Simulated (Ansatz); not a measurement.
# C2H5FSi (SMILES F/C=C/[SiH3]) at B3LYP/6-31G(d) (Cartesian functions)

What is the vertical ionisation energy of C2H5FSi at B3LYP/6-31G* (Cartesian functions)? 

The results are computed with Ansatz 0.2.0.

91 further runs of the same task are left out: 91 set aside as unsound or not needed.

### Step 1. The structure to begin with

C2H5FSi: 9 atoms, total charge 0, spin state singlet. SMILES: `F/C=C/[SiH3]`. The coordinates come from a PBE0-D4/def2-TZVP relaxation.

Bond lengths: F1–C2 1.336 Å, C2–C3 1.322 Å, C3–Si4 1.852 Å, C2–H5 1.086 Å, C3–H6 1.087 Å, Si4–H7 1.487 Å, Si4–H8 1.487 Å, Si4–H9 1.487 Å. Some angles: F1–C2–C3 122.8°, C2–C3–Si4 121.1°, F1–C2–H5 111.4°, C3–C2–H5 125.9°, C2–C3–H6 117.6°, Si4–C3–H6 121.3°, C3–Si4–H7 110.8°, C3–Si4–H8 110.8°, C3–Si4–H9 108.6°, H7–Si4–H8 107.9°.

### Step 2. A single-point energy at B3LYP/6-31G(d) (Cartesian functions)

molecule.yaml reads:

```yaml
crystal:
  periodic: [false, false, false]
  atoms:
    - symbol: F
      position_ang: [-1.259900, 2.360900, 0.506400]
    - symbol: C
      position_ang: [-0.578300, 1.355000, -0.048000]
    - symbol: C
      position_ang: [-0.336700, 0.219900, 0.584900]
    - symbol: Si
      position_ang: [0.614100, -1.145000, -0.228900]
    - symbol: H
      position_ang: [-0.264200, 1.599600, -1.058100]
    - symbol: H
      position_ang: [-0.716100, 0.118100, 1.598600]
    - symbol: H
      position_ang: [1.843700, -1.465600, 0.542800]
    - symbol: H
      position_ang: [-0.206700, -2.381600, -0.316300]
    - symbol: H
      position_ang: [0.992500, -0.707600, -1.598500]
basis:
  gaussian: {orbitals: "6-31G*"}
hamiltonian: {xc: {name: B3LYP}}
accuracy: high
output: {orbitals: {seedname: orbitals}}
```

On the command line:

```sh
$ ansatz run molecule.yaml --threads 1 --pin off --max-ram 3480MiB --events-out events.jsonl --progress --plain --runs-dir runs
```

The log of the run:

```text
Warning: RAYON_NUM_THREADS=1 ignored (pool sized by the plan → 1); use --threads N
Functional definition: B3LYP
  name "B3LYP"
  parameter a0 = 0.2
  parameter ax = 0.72
  parameter ac = 0.81
  exchange = (1 - a0 - ax)*slater_x + ax*b88_x + a0*exact_x
  correlation = (1 - ac)*vwn_rpa_c + ac*lyp_c
1663 factors; integrals over basis functions are off by at most 3.7e-9 eV
mean field evaluation 1: about -12745.1987 eV, gradient 4.0e1 eV
mean field evaluation 2: about -12742.7816 eV, gradient 4.8e1 eV
mean field evaluation 4: about -12748.9143 eV, gradient 2.6e0 eV
mean field evaluation 8: about -12749.0632 eV, gradient 2.5e-1 eV
mean field evaluation 16: about -12749.0633 eV, gradient 4.0e-5 eV
mean field -12749.06330523 eV, -468.5194348417 hartree, gradient 6.9e-9 eV, S^2 0.000000; 0 other end points of the search recorded, 0 dependent functions left out
reference -12749.06334245 eV, -468.5194362095 hartree; 20, 20 occupied and 54, 54 virtual orbitals, 1663 factors
Total energy: -12749.06334245 eV, -468.5194362095 hartree
```

Wall time 6 s (1 thread of Arm Neoverse V2, shared host); peak memory 0.22 GiB.

### Step 3. The doublet cation, same level

job.yaml reads:

```yaml
crystal:
  periodic: [false, false, false]
  atoms:
    - {symbol: F, position_ang: [-1.259900, 2.360900, 0.506400]}
    - {symbol: C, position_ang: [-0.578300, 1.355000, -0.048000]}
    - {symbol: C, position_ang: [-0.336700, 0.219900, 0.584900]}
    - {symbol: Si, position_ang: [0.614100, -1.145000, -0.228900]}
    - {symbol: H, position_ang: [-0.264200, 1.599600, -1.058100]}
    - {symbol: H, position_ang: [-0.716100, 0.118100, 1.598600]}
    - {symbol: H, position_ang: [1.843700, -1.465600, 0.542800]}
    - {symbol: H, position_ang: [-0.206700, -2.381600, -0.316300]}
    - {symbol: H, position_ang: [0.992500, -0.707600, -1.598500]}
basis:
  gaussian: {orbitals: "6-31G*"}
total_charge: 1
magnetization: {spin_polarized: true, initial_magnetization: 1}
hamiltonian: {xc: {name: B3LYP}}
accuracy: high
output: {orbitals: {seedname: orbitals}}
```

On the command line:

```sh
$ ansatz run job.yaml --threads 1 --pin off --max-ram 3480MiB --events-out events.jsonl --progress --plain --runs-dir runs
```

The log of the run:

```text
Warning: RAYON_NUM_THREADS=1 ignored (pool sized by the plan → 1); use --threads N
Functional definition: B3LYP
  name "B3LYP"
  parameter a0 = 0.2
  parameter ax = 0.72
  parameter ac = 0.81
  exchange = (1 - a0 - ax)*slater_x + ax*b88_x + a0*exact_x
  correlation = (1 - ac)*vwn_rpa_c + ac*lyp_c
1663 factors; integrals over basis functions are off by at most 3.7e-9 eV
mean field evaluation 1: about -12727.9627 eV, gradient 4.6e1 eV
mean field evaluation 2: about -12709.6795 eV, gradient 7.8e1 eV
mean field evaluation 4: about -12738.6115 eV, gradient 1.1e1 eV
mean field evaluation 8: about -12739.2100 eV, gradient 8.5e-1 eV
mean field evaluation 16: about -12739.2158 eV, gradient 5.9e-4 eV
mean field -12739.21580933 eV, -468.1575460424 hartree, gradient 2.1e-8 eV, S^2 0.753243; 0 other end points of the search recorded, 0 dependent functions left out
reference -12739.21584557 eV, -468.1575473740 hartree; 20, 19 occupied and 54, 55 virtual orbitals, 1663 factors
Total energy: -12739.21584557 eV, -468.1575473740 hartree
```

Run time: 11 s. Hardware: 1 thread of Arm Neoverse V2, shared host; peak memory 0.32 GiB.

### Step 4. What came out

Level: B3LYP/6-31G* (Cartesian functions).

| quantity | value |
| --- | --- |
| singlet C2H5FSi: total energy | -468.51944 Eh |
| singlet C2H5FSi: HOMO energy | -7.29 eV |
| singlet C2H5FSi: LUMO energy | -0.01 eV |
| singlet C2H5FSi: HOMO–LUMO gap | 7.27 eV |
| doublet cation: total energy | -468.15755 Eh |
| doublet cation: HOMO energy (highest over α and β) | -14.86 eV |
| doublet cation: LUMO energy (lowest over α and β) | -12.36 eV |
| doublet cation: ⟨S²⟩ | 0.753 |
| vertical ionisation energy (to the doublet cation) | 9.847 eV |

In words: The vertical ionisation energy comes to 9.85 eV (950 kJ/mol). The negative HOMO energy of the first species, 7.29 eV, lies 2.56 eV below that difference.
